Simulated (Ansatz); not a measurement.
Born–Oppenheimer molecular dynamics of a periodic cell of 16 atoms, Cs2LiIrC6N6 (host Cs2LiIrC6N6, host structure Fm-3m). It starts from an unrelaxed structure (largest force component 1.63 eV/Å).

Computed with DFT PBEsol, scalar-relativistic, plane waves, PAW in Ansatz. Settings: cutoff 420 eV, k mesh 2x2x2, fermi-dirac smearing 0.05 eV, no spin polarisation.

| Quantity | Value |
| --- | --- |
| ensemble | NVT, Langevin thermostat |
| time step | 1 fs |
| steps asked | 120 |
| set temperature | 500 K |
| friction | 0.02 /fs |
| seed | 368212 |

Frames 10 fs apart, positions in Å, forces in eV/Å.

Velocities at 0.0 fs (Å/ps):

```
Cs 1.04 1.03 -1.11
Cs -4.33 -0.74 0.38
Li 4.32 -10.68 14.47
Ir -0.11 1.94 1.51
C 2.70 3.68 -0.85
C 7.24 7.81 7.32
C -0.19 -1.67 -7.08
C 3.86 -2.63 -0.63
C 2.43 -1.77 -0.68
C 4.49 0.30 5.81
N -0.24 -5.35 0.54
N 1.11 3.16 -0.99
N 4.62 -0.66 -1.02
N 4.13 -3.95 -10.24
N 1.92 -8.05 -2.23
N 1.42 -14.21 -10.33
```

```xyz
16
Lattice="0.0000 5.4841 5.4841 5.4841 0.0000 5.4841 5.4841 5.4841 0.0000" Properties=species:S:1:pos:R:3:forces:R:3 time_fs=0.0 energy_less_start_eV=0.000 T=469
Cs 8.226 8.226 8.226 0.00 0.00 0.00
Cs 2.742 2.742 2.742 0.00 0.00 0.00
Li 5.484 5.484 5.484 0.00 0.00 0.00
Ir 0.000 0.000 0.000 0.00 0.00 0.00
C 2.042 5.484 5.484 0.91 0.00 0.00
C 5.484 8.927 5.484 0.00 -0.91 0.00
C 5.484 5.484 8.927 0.00 0.00 -0.91
C 8.927 5.484 5.484 -0.91 0.00 0.00
C 5.484 5.484 2.042 0.00 0.00 0.91
C 5.484 2.042 5.484 0.00 0.91 0.00
N 7.740 5.484 5.484 1.63 0.00 0.00
N 5.484 5.484 3.228 0.00 0.00 -1.63
N 5.484 5.484 7.740 0.00 0.00 1.63
N 5.484 7.740 5.484 0.00 1.63 0.00
N 3.228 5.484 5.484 -1.63 0.00 0.00
N 5.484 3.228 5.484 0.00 -1.63 0.00
16
Lattice="0.0000 5.4841 5.4841 5.4841 0.0000 5.4841 5.4841 5.4841 0.0000" Properties=species:S:1:pos:R:3:forces:R:3 time_fs=10.0 energy_less_start_eV=0.229 T=417
Cs 8.235 8.239 8.212 -0.01 -0.01 0.03
Cs 2.702 2.734 2.747 0.00 0.02 0.04
Li 5.572 5.354 5.679 -0.06 0.09 -0.52
Ir 0.001 0.021 0.014 0.61 -1.06 -0.53
C 2.074 5.534 5.464 -0.77 -0.38 0.13
C 5.531 8.951 5.538 -0.13 3.77 -0.25
C 5.451 5.494 8.896 0.45 -0.06 0.78
C 8.946 5.460 5.458 3.17 0.06 0.34
C 5.524 5.462 2.033 -0.15 0.33 -0.62
C 5.492 1.968 5.495 -0.24 2.49 -0.62
N 7.800 5.448 5.500 -2.72 -0.08 0.01
N 5.513 5.503 3.202 0.10 -0.14 0.11
N 5.556 5.457 7.728 -0.24 0.00 0.52
N 5.500 7.817 5.417 0.04 -3.65 -0.01
N 3.242 5.430 5.465 -0.16 0.19 0.06
N 5.481 3.151 5.373 0.12 -1.57 0.53
16
Lattice="0.0000 5.4841 5.4841 5.4841 0.0000 5.4841 5.4841 5.4841 0.0000" Properties=species:S:1:pos:R:3:forces:R:3 time_fs=20.0 energy_less_start_eV=0.548 T=321
Cs 8.233 8.252 8.214 -0.01 -0.02 0.05
Cs 2.676 2.726 2.752 -0.01 0.02 0.06
Li 5.690 5.300 5.802 -0.09 0.07 -0.90
Ir 0.002 0.030 0.030 1.67 0.03 -1.62
C 2.072 5.534 5.405 0.12 -0.29 0.38
C 5.587 9.046 5.541 -0.70 -3.54 -0.93
C 5.460 5.542 8.899 0.33 -0.35 2.03
C 9.008 5.485 5.473 -1.41 -0.30 0.65
C 5.589 5.454 2.005 -0.36 0.41 -1.09
C 5.504 1.978 5.458 -0.29 -4.05 0.44
N 7.830 5.415 5.506 0.90 0.10 -0.09
N 5.574 5.517 3.163 0.21 -0.13 1.28
N 5.654 5.416 7.762 -0.19 0.05 -0.70
N 5.527 7.859 5.396 0.41 2.22 0.68
N 3.246 5.441 5.401 -0.73 0.16 0.06
N 5.497 3.094 5.306 0.14 5.61 -0.30
16
Lattice="0.0000 5.4841 5.4841 5.4841 0.0000 5.4841 5.4841 5.4841 0.0000" Properties=species:S:1:pos:R:3:forces:R:3 time_fs=30.0 energy_less_start_eV=0.583 T=363
Cs 8.230 8.257 8.232 -0.02 -0.01 0.08
Cs 2.662 2.729 2.736 -0.03 0.02 0.06
Li 5.704 5.294 5.887 0.02 0.05 -1.12
Ir 0.015 0.032 0.029 2.22 -0.06 -2.01
C 2.081 5.533 5.372 -0.26 -0.24 0.33
C 5.617 9.037 5.486 -0.68 -1.35 -0.24
C 5.509 5.598 8.964 0.59 -1.21 -1.79
C 9.050 5.493 5.547 -2.53 -0.65 0.08
C 5.642 5.474 1.962 -0.34 0.39 1.67
C 5.514 1.944 5.414 -0.06 4.27 0.01
N 7.870 5.378 5.511 1.33 0.32 0.25
N 5.652 5.570 3.134 0.25 -0.23 -0.45
N 5.719 5.420 7.807 -0.68 0.64 2.25
N 5.549 7.870 5.386 0.34 0.04 0.29
N 3.249 5.453 5.340 -0.10 0.10 0.12
N 5.559 3.132 5.294 -0.05 -2.07 0.48
16
Lattice="0.0000 5.4841 5.4841 5.4841 0.0000 5.4841 5.4841 5.4841 0.0000" Properties=species:S:1:pos:R:3:forces:R:3 time_fs=40.0 energy_less_start_eV=0.436 T=354
Cs 8.228 8.259 8.256 -0.06 -0.01 0.07
Cs 2.647 2.738 2.731 -0.04 0.01 0.06
Li 5.660 5.270 5.840 0.15 0.19 -0.77
Ir 0.028 0.032 0.020 1.79 0.03 -1.59
C 2.083 5.497 5.386 -0.81 0.03 0.10
C 5.625 8.986 5.417 -0.50 4.25 0.49
C 5.564 5.580 8.977 -0.30 -0.56 1.50
C 9.038 5.459 5.628 0.07 -0.11 -0.55
C 5.663 5.514 1.958 -0.29 0.03 0.34
C 5.534 2.002 5.365 0.22 2.76 0.37
N 7.880 5.377 5.526 -0.75 -0.01 0.40
N 5.713 5.572 3.120 0.22 -0.03 0.80
N 5.773 5.457 7.848 -0.03 0.03 -1.68
N 5.633 7.852 5.378 0.19 -4.36 -0.07
N 3.247 5.438 5.330 0.47 -0.02 0.19
N 5.641 3.188 5.268 -0.33 -2.24 0.34
16
Lattice="0.0000 5.4841 5.4841 5.4841 0.0000 5.4841 5.4841 5.4841 0.0000" Properties=species:S:1:pos:R:3:forces:R:3 time_fs=50.0 energy_less_start_eV=0.452 T=390
Cs 8.233 8.258 8.280 -0.08 -0.02 0.04
Cs 2.632 2.744 2.735 -0.04 0.02 0.05
Li 5.662 5.301 5.631 0.23 0.25 -0.35
Ir 0.032 0.032 -0.003 1.14 0.93 -0.19
C 2.047 5.471 5.399 1.44 0.10 -0.33
C 5.602 9.039 5.336 0.40 -5.25 1.09
C 5.622 5.532 8.987 -0.78 -0.08 2.27
C 9.013 5.414 5.636 -0.03 0.28 -0.84
C 5.685 5.587 1.986 -0.33 -0.43 0.36
C 5.576 2.077 5.365 -0.30 -2.84 0.57
N 7.850 5.355 5.520 -0.13 -0.06 0.45
N 5.786 5.566 3.154 0.08 0.13 -0.07
N 5.800 5.501 7.855 0.21 -0.11 -3.01
N 5.722 7.819 5.375 -0.54 4.69 -0.37
N 3.226 5.407 5.287 -1.33 0.04 0.39
N 5.750 3.207 5.249 0.06 2.35 -0.06
16
Lattice="0.0000 5.4841 5.4841 5.4841 0.0000 5.4841 5.4841 5.4841 0.0000" Properties=species:S:1:pos:R:3:forces:R:3 time_fs=60.0 energy_less_start_eV=0.308 T=416
Cs 8.253 8.250 8.293 -0.09 -0.01 0.01
Cs 2.638 2.753 2.739 -0.03 0.05 0.04
Li 5.646 5.331 5.394 0.24 0.22 -0.05
Ir 0.042 0.045 -0.028 0.17 0.71 0.77
C 2.039 5.458 5.384 -0.43 0.29 -0.13
C 5.589 9.019 5.336 0.00 1.71 0.68
C 5.642 5.565 8.966 -0.40 -0.36 -0.64
C 8.959 5.373 5.551 -0.16 0.71 -0.34
C 5.699 5.652 2.045 -0.14 -1.00 0.28
C 5.606 2.089 5.401 0.19 0.28 -0.13
N 7.781 5.366 5.531 1.11 -0.15 0.14
N 5.872 5.552 3.209 -0.31 0.40 -1.24
N 5.781 5.530 7.798 -0.22 0.08 0.35
N 5.784 7.880 5.339 0.00 -1.81 -0.19
N 3.196 5.386 5.248 0.57 -0.05 0.14
N 5.797 3.245 5.265 -0.51 -1.06 0.29
16
Lattice="0.0000 5.4841 5.4841 5.4841 0.0000 5.4841 5.4841 5.4841 0.0000" Properties=species:S:1:pos:R:3:forces:R:3 time_fs=70.0 energy_less_start_eV=0.447 T=372
Cs 8.270 8.243 8.311 -0.08 0.00 -0.01
Cs 2.645 2.778 2.728 -0.05 0.05 0.04
Li 5.632 5.357 5.226 0.25 0.10 0.35
Ir 0.057 0.061 -0.046 -0.85 0.53 1.06
C 2.027 5.490 5.363 -0.23 0.00 -0.06
C 5.589 9.046 5.361 -0.17 3.00 0.38
C 5.638 5.584 8.925 -0.36 -0.38 -0.97
C 8.911 5.384 5.500 2.10 0.71 -0.06
C 5.702 5.645 2.069 -0.18 -0.71 -1.89
C 5.613 2.065 5.437 0.30 1.47 -0.35
N 7.750 5.393 5.546 -0.56 -0.15 -0.03
N 5.959 5.578 3.203 -0.25 0.16 0.26
N 5.731 5.548 7.745 -0.22 0.14 1.28
N 5.800 7.925 5.306 0.25 -3.48 -0.24
N 3.180 5.362 5.228 0.62 0.09 0.03
N 5.797 3.232 5.339 -0.58 -1.54 0.20
16
Lattice="0.0000 5.4841 5.4841 5.4841 0.0000 5.4841 5.4841 5.4841 0.0000" Properties=species:S:1:pos:R:3:forces:R:3 time_fs=80.0 energy_less_start_eV=0.560 T=340
Cs 8.279 8.236 8.301 -0.05 0.00 -0.02
Cs 2.640 2.804 2.721 -0.08 0.05 0.04
Li 5.609 5.406 5.116 0.25 0.00 0.68
Ir 0.080 0.074 -0.055 -1.33 0.63 0.48
C 2.031 5.535 5.333 0.28 -0.35 -0.14
C 5.603 9.116 5.390 0.99 -5.25 -0.45
C 5.614 5.598 8.863 -0.40 -0.18 2.96
C 8.944 5.436 5.474 0.25 0.41 0.32
C 5.731 5.576 2.021 0.45 0.00 0.33
C 5.625 2.044 5.435 -0.30 -1.76 0.03
N 7.772 5.403 5.587 1.05 -0.05 -0.33
N 6.021 5.615 3.171 -0.80 -0.17 -1.94
N 5.699 5.554 7.716 -0.05 0.03 -2.10
N 5.793 7.920 5.298 -0.91 3.56 0.30
N 3.175 5.355 5.172 0.58 0.25 0.00
N 5.764 3.183 5.433 0.06 2.83 -0.17
16
Lattice="0.0000 5.4841 5.4841 5.4841 0.0000 5.4841 5.4841 5.4841 0.0000" Properties=species:S:1:pos:R:3:forces:R:3 time_fs=90.0 energy_less_start_eV=0.364 T=553
Cs 8.288 8.242 8.274 -0.04 0.00 -0.03
Cs 2.630 2.833 2.714 -0.07 0.07 0.02
Li 5.653 5.460 5.116 0.26 -0.01 0.42
Ir 0.101 0.094 -0.048 -0.67 -0.31 -0.87
C 2.050 5.623 5.316 -0.14 -0.77 -0.16
C 5.678 9.075 5.387 -0.28 1.59 0.05
C 5.595 5.591 8.885 0.01 -0.14 -2.62
C 9.029 5.518 5.459 -0.90 -0.37 0.75
C 5.787 5.550 1.912 -0.12 0.29 -0.15
C 5.634 2.032 5.446 -0.32 0.79 0.12
N 7.862 5.410 5.625 1.29 0.26 -0.59
N 6.062 5.645 3.042 -0.17 -0.24 0.65
N 5.668 5.558 7.688 -0.36 0.15 2.87
N 5.785 7.933 5.300 0.09 -2.39 -0.17
N 3.162 5.378 5.085 1.45 0.32 -0.09
N 5.709 3.196 5.471 -0.02 0.77 -0.21
16
Lattice="0.0000 5.4841 5.4841 5.4841 0.0000 5.4841 5.4841 5.4841 0.0000" Properties=species:S:1:pos:R:3:forces:R:3 time_fs=100.0 energy_less_start_eV=0.536 T=451
Cs 8.298 8.245 8.271 -0.02 -0.01 -0.03
Cs 2.617 2.866 2.701 -0.06 0.06 0.01
Li 5.688 5.492 5.199 0.21 0.03 0.21
Ir 0.122 0.114 -0.045 0.29 -0.49 -2.86
C 2.100 5.636 5.303 -2.06 -0.29 0.13
C 5.745 9.051 5.386 -0.53 0.66 0.03
C 5.571 5.578 8.899 -0.03 0.26 0.86
C 9.105 5.577 5.461 2.76 -0.26 0.22
C 5.803 5.556 1.814 -0.19 0.37 0.85
C 5.607 2.080 5.468 -0.25 1.51 0.22
N 7.989 5.426 5.656 -3.42 -0.16 0.09
N 6.070 5.683 2.930 0.27 -0.19 2.49
N 5.637 5.593 7.742 -0.13 -0.04 -1.36
N 5.780 7.887 5.325 0.08 -0.61 -0.06
N 3.177 5.413 4.977 3.04 -0.03 -0.48
N 5.627 3.258 5.537 0.02 -0.79 -0.30
16
Lattice="0.0000 5.4841 5.4841 5.4841 0.0000 5.4841 5.4841 5.4841 0.0000" Properties=species:S:1:pos:R:3:forces:R:3 time_fs=110.0 energy_less_start_eV=0.553 T=458
Cs 8.308 8.240 8.270 -0.03 -0.01 -0.03
Cs 2.626 2.897 2.685 -0.03 0.06 0.01
Li 5.781 5.539 5.343 0.12 0.01 0.14
Ir 0.144 0.134 -0.065 1.25 -0.08 -1.02
C 2.135 5.603 5.271 3.61 -0.60 -1.69
C 5.834 9.064 5.395 -1.03 -3.52 0.02
C 5.539 5.595 8.921 0.43 0.27 -0.16
C 9.207 5.590 5.500 -3.79 -0.98 0.60
C 5.767 5.612 1.838 1.19 0.18 2.77
C 5.563 2.146 5.496 -0.04 0.52 -0.03
N 8.036 5.434 5.645 1.58 0.47 -0.42
N 6.119 5.664 2.963 -0.67 -0.18 -0.36
N 5.648 5.622 7.763 -0.25 -0.05 -0.93
N 5.803 7.852 5.389 0.34 3.91 -0.03
N 3.270 5.442 4.897 -2.78 0.71 1.34
N 5.549 3.319 5.588 0.10 -0.68 -0.20
```

Of the whole run (120 fs, mean temperature of the second half 455 K): A run of 0.12 ps of so small a system gives no equilibrium averages.

Run time: 13 min on 1 thread of Arm Neoverse V2 (shared host), peak memory 0.71 GiB.
